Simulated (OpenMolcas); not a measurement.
# Mo²⁺ among point charges: CASSCF and CASPT2 levels and susceptibility

Aim: the splitting of the states of Mo²⁺ in the field of 6 point charges, its lowest levels with spin-orbit coupling and its magnetic susceptibility.

Program: OpenMolcas 26.06. Level of theory: state-averaged CASSCF and CASPT2, spin-orbit coupling by RASSI with atomic mean-field integrals. These are calculated values, not measurements, unless marked.

### 1 The atom as given

| Property | Result |
| --- | --- |
| Species | Mo²⁺ (molybdenum, Z = 42, 40 electrons) |
| Basis | ANO-RCC-VTZP [7s6p4d2f1g], 68 functions |
| Scalar Hamiltonian | DKH2, point nucleus |
| Inactive shells | 1s 2s 2p 3s 3p 3d 4s 4p |
| Active space | 4 electrons in 5 orbitals (4d) |
| Some configurations of this space | 4d4 |
| Orbitals | optimised for each spin and parity, averaged over all roots |

Outer shells as boxes (Hund's rule):

4d4
```
4d [↑ ][↑ ][↑ ][↑ ][  ]
```

The ion sits among 6 point charges of -0.5 e arranged as a tetragonal octahedron (D4h), 2 Å from the ion, with the axial distance 2.020 Å.

Each step is its own input file, run in one work folder so that later steps find the files of earlier ones. Labels, J, g values, rates, χT and fits are worked out afterwards by a script from the matrices that RASSI stores. The input lists half of the charges; inversion (Group=XYZ) makes the rest.

### 2 GATEWAY and SEWARD: basis and integrals

The input, a.inp:

```
&GATEWAY
Coord
1

Mo 0.0 0.0 0.0
Basis=ANO-RCC-VTZP
Group=XYZ
NoMove
AngMom=0.0 0.0 0.0
AMFI
XField
3 Angstrom 0
2.000000 0.000000 0.000000 -0.500000
0.000000 2.000000 0.000000 -0.500000
0.000000 0.000000 2.020000 -0.500000
&SEWARD
```

On the command line:

```sh
OMP_NUM_THREADS=1 MOLCAS_MEM=1689 MOLCAS_PROJECT=a pymolcas a.inp > a.log
```

Standard output:

```text
Basis set label: MO.ANO-RCC...7S6P4D2F1G.

      Electronic valence basis set:
      ------------------
      Associated Effective Charge  42.000000 au
      Associated Actual Charge     42.000000 au
      Nuclear Model: Point charge

      Shell  nPrim  nBasis  Cartesian Spherical Contaminant
         s      21       7        X
         p      18       6        X
         d      13       4                 X
         f       6       2                 X
         g       4       1                 X
                  Relativistic Douglas-Kroll-Hess integrals:
                    - DKH order of Hamiltonian: 2
                    - DKH order of Properties : 0
                  Atomic mean-field integrals
```

### 3 CASSCF: quintets of even parity, 5 roots

The input, a.inp:

```
&RASSCF
FileOrb=start.orb
Symmetry=1
Spin=5
nActEl=4 0 0
Inactive=9 9
Ras2=5 0
CIRoot=5 5 1
SDav=5
CIMx=300
Iter=120 100
PrWF=0.3
OrbListing=Nothing
MaxOrb=0
>>> COPY $Project.JobIph JOB001
```

On the command line:

```sh
OMP_NUM_THREADS=1 MOLCAS_MEM=1689 MOLCAS_PROJECT=a pymolcas a.inp > a.log
```

start.orb holds the contracted functions of the basis, ordered by shell, or the orbitals of the step before.

Standard output, cut to the lines that bear on the results:

```text
[...]
      Number of active orbitals                  5
[...]
      Spin quantum number                      2.0
[...]
      Active orbitals                            5   0
[...]
      Number of CSFs                             5
      Number of root(s) required                 5
[...]
      Convergence after 10 iterations
[...]
      Natural orbitals and occupation numbers for root  1
      sym 1:   1.000000   1.000000   1.000000   1.000000   0.000000
      Natural orbitals and occupation numbers for root  2
      sym 1:   1.000000   1.000000   0.000000   1.000000   1.000000
      Natural orbitals and occupation numbers for root  3
      sym 1:   0.000000   1.000000   1.000000   1.000000   1.000000
::    RASSCF root number  1 Total energy:  -4046.51360069
::    RASSCF root number  2 Total energy:  -4046.51248353
::    RASSCF root number  3 Total energy:  -4046.49352343
::    RASSCF root number  4 Total energy:  -4046.49306718
::    RASSCF root number  5 Total energy:  -4046.49306718
```

### 4 CASSCF: triplets of even parity, 45 roots

The input, a.inp:

```
&RASSCF
FileOrb=start.orb
Symmetry=1
Spin=3
nActEl=4 0 0
Inactive=9 9
Ras2=5 0
CIRoot=45 45 1
SDav=45
CIMx=300
Iter=120 100
PrWF=0.3
OrbListing=Nothing
MaxOrb=0
>>> COPY $Project.JobIph JOB002
```

Standard output, cut to the lines that bear on the results:

```text
[...]
      Number of active orbitals                  5
[...]
      Spin quantum number                      1.0
[...]
      Active orbitals                            5   0
[...]
      Number of CSFs                            45
      Number of root(s) required                45
[...]
      Convergence after  8 iterations
[...]
      Natural orbitals and occupation numbers for root  1
      sym 1:   1.018130   1.835881   0.052784   0.975877   0.117328
      Natural orbitals and occupation numbers for root  2
      sym 1:   0.117328   1.835881   0.052784   1.018130   0.975877
      Natural orbitals and occupation numbers for root  3
      sym 1:   0.043371   1.801478   0.155359   0.999896   0.999896
::    RASSCF root number  1 Total energy:  -4046.45624249
::    RASSCF root number  2 Total energy:  -4046.45624249
::    RASSCF root number  3 Total energy:  -4046.45595368
[...]
::    RASSCF root number 27 Total energy:  -4046.40147691
::    RASSCF root number 28 Total energy:  -4046.40047257
::    RASSCF root number 29 Total energy:  -4046.39990485
::    RASSCF root number 30 Total energy:  -4046.39990485
```

### 5 CASSCF: singlets of even parity, 50 roots

The input, a.inp:

```
&RASSCF
FileOrb=start.orb
Symmetry=1
Spin=1
nActEl=4 0 0
Inactive=9 9
Ras2=5 0
CIRoot=50 50 1
SDav=50
CIMx=300
Iter=120 100
PrWF=0.3
OrbListing=Nothing
MaxOrb=0
>>> COPY $Project.JobIph JOB003
```

Standard output, cut to the lines that bear on the results:

```text
[...]
      Number of active orbitals                  5
[...]
      Spin quantum number                      0.0
[...]
      Active orbitals                            5   0
[...]
      Number of CSFs                            50
      Number of root(s) required                50
[...]
      Convergence after  8 iterations
[...]
      Natural orbitals and occupation numbers for root  1
      sym 1:   1.826553   0.063703   0.920316   0.123897   1.065532
      Natural orbitals and occupation numbers for root  2
      sym 1:   1.826553   0.123897   1.065532   0.920316   0.063703
      Natural orbitals and occupation numbers for root  3
      sym 1:   1.751177   0.127366   0.994410   0.994410   0.132637
::    RASSCF root number  1 Total energy:  -4046.42151545
::    RASSCF root number  2 Total energy:  -4046.42151545
::    RASSCF root number  3 Total energy:  -4046.42113850
[...]
::    RASSCF root number 27 Total energy:  -4046.35847913
::    RASSCF root number 28 Total energy:  -4046.35222500
::    RASSCF root number 29 Total energy:  -4046.34868935
::    RASSCF root number 30 Total energy:  -4046.34807216
```

### 6 State interaction with spin-orbit coupling

The input, a.inp:

```
&RASSI
NrOfJobIphs=3 5 45 50
1 2 3 4 5
1 2 3 4 5 6 7 8 9 10 11 12 13 14 15 16 17 18 19 20 21 22 23 24 25 26 27
28 29 30 31 32 33 34 35 36 37 38 39 40 41 42 43 44 45
1 2 3 4 5 6 7 8 9 10 11 12 13 14 15 16 17 18 19 20 21 22 23 24 25 26 27
28 29 30 31 32 33 34 35 36 37 38 39 40 41 42 43 44 45 46 47 48 49 50
IphNames
JOB001
JOB002
JOB003
EJob
SpinOrbit
DIPRint=1.0
SOCoupling=1000.0
Subsets=2
Property=9
'ANGMOM' 1 'ANGMOM' 2 'ANGMOM' 3 'MLTPL  1' 1 'MLTPL  1' 2 'MLTPL  1' 3
'AMFI' 1 'AMFI' 2 'AMFI' 3
SOProperty=3
'ANGMOM' 1 'ANGMOM' 2 'ANGMOM' 3
```

Standard output, cut to the lines that bear on the results:

```text
SPIN-FREE ENERGIES:
  (Shifted by EMIN (a.u.) =      -4046.5136006857)
 SF State       Relative EMIN(au)   Rel lowest level(eV)    D:o, cm**(-1)      L_eff
     1             0.0000000000        0.0000000000              0.0000         2.0
     2             0.0011171542        0.0303993157            245.1870         2.0
     3             0.0200772592        0.5463300547           4406.4491         2.0
     4             0.0205335026        0.5587450716           4506.5829         2.0
     5             0.0205335026        0.5587450716           4506.5829         2.0
     6             0.0573581931        1.5607959467          12588.6683         4.2
     7             0.0573581931        1.5607959467          12588.6683         4.2
     8             0.0576470083        1.5686550088          12652.0559         4.2
     9             0.0711057635        1.9348863943          15605.9112         4.9
    10             0.0715682756        1.9474719895          15707.4209         4.9
[...]
Eigenvalues of complex Hamiltonian:
   -----------------------------------
  (Shifted by EMIN (a.u.) =      -4046.5136006857)
 SO State       Relative EMIN(au)   Rel lowest level(eV)    D:o, cm**(-1)     J-value
     1            -0.0012360524        0.0000000000              0.0000         1.4
     2            -0.0011149845        0.0032944233             26.5713         1.5
     3            -0.0007322666        0.0137087092            110.5682         2.0
     4            -0.0007322666        0.0137087092            110.5682         2.0
     5            -0.0005443149        0.0188231339            151.8188         2.2
     6             0.0000901611        0.0360881068            291.0702         2.6
     7             0.0002206643        0.0396392783            319.7123         2.5
     8             0.0002206643        0.0396392783            319.7123         2.5
     9             0.0006134889        0.0503285816            405.9274         2.2
    10             0.0006767296        0.0520494474            419.8071         2.3
    11             0.0184350896        0.5352790403           4317.3166         1.7
[...]
```

Time for these steps: 25 s (1 thread, shared host).

Spin-free states, with their symmetry labels:

```csv
state,degeneracy,E (cm-1),free-ion L (%)
5B1,1,0,D (100)
5A1,1,245,D (100)
5B2,1,4406,D (100)
5E,2,4507,D (100)
3E,2,12589,H (58)
3A2,1,12652,H (59)
3B1,1,15606,H (95)
3A1,1,15707,H (96)
3A2,1,16348,H (42)
3E,2,16386,H (44)
3E,2,16712,H (52)
3B2,1,16794,H (52)
3B1,1,18014,F (100)
3A1,1,18755,G (100)
3A2,1,20015,H (69)
3E,2,20043,H (70)
1E,2,20210,I (50)
1B2,1,20293,I (49)
1A1,1,20551,I (83)
1B1,1,20624,I (83)
3B1,1,20776,G (84)
3A1,1,20858,G (86)
3B2,1,20890,H (43)
3E,2,20942,H (44)
```

With spin-orbit coupling:

```
E (cm-1)  Degeneracy  Label  2S+1               g
     0.0           1     A1     5                
    26.6           1     A2     5                
   110.6           2      E     5  0.00 0.00 2.65
   151.8           1     B1     5                
   291.1           1     A1     5                
   319.7           2      E     5  0.00 0.00 3.31
   405.9           1     B2     5                
   419.8           1     B1     5                
    4317           1     B2     5                
    4342           2      E     5  0.00 0.00 2.25
    4392           1     A2     5                
    4405           2      E     5  0.00 0.00 4.83
    4444           1     A1     5                
    4828           1     A2     5                
    4858           1     A1     5                
    4884           2      E     5  0.00 0.00 1.50
    4918           1     B1     5                
    5158           1     B2     5                
    5166           2      E     5  0.00 0.00 7.72
   12277           1     A1     3                
   12616           1     A2     3                
   12649           2      E     3  0.00 0.00 0.90
   12778           1     B2     3                
   12807           2      E     3  0.00 0.00 1.25
```

The table of states holds 24 of 76 computed; the rest, higher up, is left out. Principal g values are given for doublets only; a zero marks a field direction without first-order Zeeman splitting.

Powder χT (cm³ K/mol): 0.16 at 2 K, 0.39 at 5 K, 0.76 at 10 K, 1.24 at 20 K, 1.81 at 50 K, 2.16 at 100 K, 2.31 at 150 K, 2.39 at 200 K, 2.45 at 250 K, 2.49 at 300 K.

(Part 1 of 2 ends here.)
